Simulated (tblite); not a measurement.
# C6H11FP2: the cost of one run

The runs use tblite 0.8.0 and PySCF 2.14.0, with density-fitted response routines of our own; the level of theory stands in each step. All values are computed, except where a source is named. Atoms are numbered from 0 throughout.

## (1) Starting geometry

20 atoms, charge 0, multiplicity 1; geometry from: force field or distance geometry start.

Bonds of the start (Å): C0–C1 1.53, C1–P2 1.62, P2–P3 2.07, P2–C4 1.82, C4–C5 1.34, C5–F6 1.37, C5–C7 1.46, C7–C8 1.51, C8–P2 1.84, C0–H9 1.12, C0–H10 1.12, C0–H11 1.08, C1–H12 1.06, P3–H13 1.45, P3–H14 1.44, C4–H15 1.08, C7–H16 1.12, C7–H17 1.11, C8–H18 1.10, C8–H19 1.10.

## (2) Optimising the geometry with GFN2-xTB

The job: settings as JSON, then the geometry in Å.

```
{"job": {"kind": "relax", "xc": "GFN2-xTB", "basis": "xTB"}, "charge": 0, "multiplicity": 1}
C      2.215200    -1.019700    -0.716600
C      1.066500    -0.059900    -1.008500
P      0.234700     0.426900     0.299000
P      1.358500     1.495800     1.668000
C     -0.592900    -1.058900     0.933300
C     -1.748300    -1.177400     0.269800
F     -2.620200    -2.207600     0.506100
C     -1.952000    -0.102900    -0.697700
C     -1.371000     1.189600    -0.180800
H      2.957400    -0.459200    -0.093000
H      1.760600    -1.781600    -0.040100
H      2.597000    -1.408400    -1.652000
H      0.844400     0.259100    -1.997900
H      2.216300     2.468800     1.009400
H      0.706100     2.005500     2.848000
H     -0.190500    -1.703200     1.704800
H     -1.342000    -0.369700    -1.601300
H     -3.015900     0.023900    -1.002700
H     -1.889300     1.543400     0.721100
H     -1.239600     1.946100    -0.972000
```

Run with:

```console
> OMP_NUM_THREADS=1 python probes_run.py task.json out
```

This one command runs all jobs of the session in turn.

**Question.** How long does this first job take on 1 thread of Arm Neoverse V2, shared host, and how much memory does it need?

About 1.7 s, with a peak of 0.18 GiB.
